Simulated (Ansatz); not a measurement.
# Si2H4OF2 (SMILES O[SiH](F)[SiH2]F): PBE0/def2-SVP

What is the electronic atomisation energy of Si2H4OF2 at PBE0/def2-SVP? 

Program for the calculation: Ansatz 0.2.0.

57 further runs of the same task are left out: 57 set aside as unsound or not needed.

### 1 The molecule

The species is Si2H4OF2 (9 atoms), meant as a singlet with charge 0. As SMILES, `O[SiH](F)[SiH2]F`. The coordinates come from a PBE0-D4/def2-TZVP relaxation. This is one conformer, not always the lowest.

Bond lengths: O1–Si2 1.634 Å, Si2–F3 1.601 Å, Si2–Si4 2.358 Å, Si4–F5 1.612 Å, O1–H6 0.959 Å, Si2–H7 1.480 Å, Si4–H8 1.485 Å, Si4–H9 1.487 Å. Some angles: O1–Si2–F3 110.8°, O1–Si2–Si4 109.5°, F3–Si2–Si4 107.8°, Si2–Si4–F5 106.0°, O1–Si2–H7 106.2°, F3–Si2–H7 107.1°, Si4–Si2–H7 115.4°, Si2–O1–H6 118.4°, Si2–Si4–H8 114.0°, Si2–Si4–H9 111.6°.

### 2 A single-point energy at PBE0/def2-SVP

The input, molecule.yaml:

```yaml
crystal:
  periodic: [false, false, false]
  atoms:
    - {symbol: O, position_ang: [0.844300, 1.766700, -0.485000]}
    - {symbol: Si, position_ang: [0.969400, 0.137800, -0.453100]}
    - {symbol: F, position_ang: [0.986700, -0.459700, -1.938500]}
    - {symbol: Si, position_ang: [-0.894000, -0.772400, 0.668300]}
    - {symbol: F, position_ang: [-2.133900, 0.202600, 0.333800]}
    - {symbol: H, position_ang: [-0.014200, 2.154900, -0.665100]}
    - {symbol: H, position_ang: [2.284600, -0.163900, 0.153800]}
    - {symbol: H, position_ang: [-1.253000, -2.143900, 0.226600]}
    - {symbol: H, position_ang: [-0.701500, -0.768300, 2.142300]}
basis:
  gaussian:
    orbitals: def2-SVP
total_charge: 0
hamiltonian:
  xc: {name: PBE0}
accuracy: high
output: {orbitals: {seedname: orbitals}}
```

Started as:

```bash
ansatz run molecule.yaml --threads 1 --pin off --max-ram 2610MiB --events-out events.jsonl --progress --plain --runs-dir runs
```

The program printed:

```text
Warning: RAYON_NUM_THREADS=1 ignored (pool sized by the plan → 1); use --threads N
Functional definition: PBE0
  name "PBE0"
  parameter a = 0.25
  parameter kappa = 0.804
  parameter beta = 0.06672455060314922
  exchange = (1 - a)*pbe_x(kappa = kappa, mu = beta*pi^2/3) + a*exact_x
  correlation = pbe_c(beta = beta)
2049 factors; integrals over basis functions are off by at most 5.5e-9 eV
mean field evaluation 1: about -23274.5799 eV, gradient 5.8e1 eV
mean field evaluation 2: about -23265.4284 eV, gradient 9.2e1 eV
mean field evaluation 4: about -23279.8961 eV, gradient 4.0e0 eV
mean field evaluation 8: about -23280.1264 eV, gradient 2.2e-1 eV
mean field evaluation 16: about -23280.1265 eV, gradient 3.0e-5 eV
mean field -23280.12650499 eV, -855.5288692218 hartree, gradient 5.6e-8 eV, S^2 0.000000; 0 other end points of the search recorded, 0 dependent functions left out
reference -23280.12650761 eV, -855.5288693181 hartree; 29, 29 occupied and 69, 69 virtual orbitals, 2049 factors
Total energy: -23280.12650761 eV, -855.5288693181 hartree
```

Run time: 10 s. Hardware: 1 thread of Arm Neoverse V2, shared host; peak memory 0.35 GiB.

### 3 The F atom

The input, molecule.yaml:

```yaml
crystal:
  periodic: [false, false, false]
  atoms:
    - {symbol: F, position_ang: [0.000000, 0.000000, 0.000000]}
basis:
  gaussian: {orbitals: def2-SVP}
magnetization: {spin_polarized: true, initial_magnetization: 1}
hamiltonian: {xc: {name: PBE0}}
accuracy: high
```

Run the same way, it converges to -99.54906 Eh (log not shown).

### 4 The H atom, same level

The input, run.yaml:

```yaml
crystal:
  periodic: [false, false, false]
  atoms:
    - {symbol: H, position_ang: [0.000000, 0.000000, 0.000000]}
basis:
  gaussian:
    orbitals: def2-SVP
magnetization:
  spin_polarized: true
  initial_magnetization: 1
hamiltonian:
  xc: pbe0
accuracy: high
```

Started as:

```bash
ansatz run run.yaml --threads 1 --pin off --max-ram 2610MiB --events-out events.jsonl --progress --plain --runs-dir runs
```

The program printed (excerpt; [...] marks lines left out):

```text
Warning: RAYON_NUM_THREADS=1 ignored (pool sized by the plan → 1); use --threads N
[... 7 set-up lines as earlier in the session ...]
15 factors; integrals over basis functions are off by at most 8.9e-10 eV
mean field evaluation 1: about -13.6123 eV, gradient 3.3e-1 eV
mean field evaluation 2: about -13.6122 eV, gradient 3.3e-1 eV
mean field evaluation 4: about -13.6136 eV, gradient 4.5e-6 eV
mean field evaluation 8: about -13.6136 eV, gradient 1.3e-10 eV
mean field -13.61360498 eV, -0.5002907553 hartree, gradient 2.2e-10 eV, S^2 0.750000; 0 other end points of the search recorded, 0 dependent functions left out
reference -13.61360633 eV, -0.5002908051 hartree; 1, 0 occupied and 4, 5 virtual orbitals, 15 factors
Total energy: -13.61360633 eV, -0.5002908051 hartree
```

Run time: 0.1 s. Hardware: 1 thread of Arm Neoverse V2, shared host.

### 5 The O atom

The input, in.yaml:

```yaml
crystal:
  periodic: [false, false, false]
  atoms:
    - {symbol: O, position_ang: [0.000000, 0.000000, 0.000000]}
basis:
  gaussian:
    orbitals: def2-SVP
hamiltonian:
  xc: {name: PBE0}
accuracy: high
magnetization:
  spin_polarized: true
  initial_magnetization: 2
```

Run the same way, it converges to -74.92490 Eh (log not shown).

### 6 The Si atom

The input, in.yaml:

```yaml
crystal:
  periodic: [false, false, false]
  atoms:
    - {symbol: Si, position_ang: [0.000000, 0.000000, 0.000000]}
basis:
  gaussian:
    orbitals: def2-SVP
magnetization:
  spin_polarized: true
  initial_magnetization: 2
hamiltonian:
  xc: {name: PBE0}
accuracy: high
```

Started as:

```bash
ansatz run in.yaml --threads 1 --pin off --max-ram 2610MiB --events-out events.jsonl --progress --plain --runs-dir runs
```

The program printed (excerpt; [...] marks lines left out):

```text
Warning: RAYON_NUM_THREADS=1 ignored (pool sized by the plan → 1); use --threads N
[... 7 set-up lines as earlier in the session ...]
134 factors; integrals over basis functions are off by at most 2.5e-9 eV
mean field evaluation 1: about -7868.1705 eV, gradient 2.0e0 eV
mean field evaluation 2: about -7868.2206 eV, gradient 4.8e-1 eV
mean field evaluation 4: about -7868.2251 eV, gradient 1.3e-1 eV
mean field evaluation 8: about -7868.2252 eV, gradient 2.7e-4 eV
mean field evaluation 16: about -7868.2252 eV, gradient 4.6e-8 eV
mean field -7868.22520802 eV, -289.1519431203 hartree, gradient 4.6e-8 eV, S^2 2.003691; 0 other end points of the search recorded, 0 dependent functions left out
reference -7868.22520937 eV, -289.1519431698 hartree; 8, 6 occupied and 10, 12 virtual orbitals, 134 factors
Total energy: -7868.22520937 eV, -289.1519431698 hartree
```

Run time: 0.52 s. Hardware: 1 thread of Arm Neoverse V2, shared host.

### 7 Outcome

At PBE0/def2-SVP:

| quantity | value |
| --- | --- |
| molecule: total energy | -855.52887 Eh |
| molecule: HOMO energy | -8.15 eV |
| molecule: LUMO energy | -0.74 eV |
| molecule: HOMO–LUMO gap | 7.41 eV |
| F atom: total energy | -99.54906 Eh |
| F atom: ⟨S²⟩ | 0.751 |
| H atom: total energy | -0.50029 Eh |
| H atom: ⟨S²⟩ | 0.750 |
| O atom: total energy | -74.92490 Eh |
| O atom: ⟨S²⟩ | 2.002 |
| Si atom: total energy | -289.15194 Eh |
| Si atom: ⟨S²⟩ | 2.004 |
| electronic atomisation energy | 32.676 eV |

Taking the molecule apart into free atoms costs 32.68 eV (3153 kJ/mol), before zero-point energy and without spin-orbit coupling.
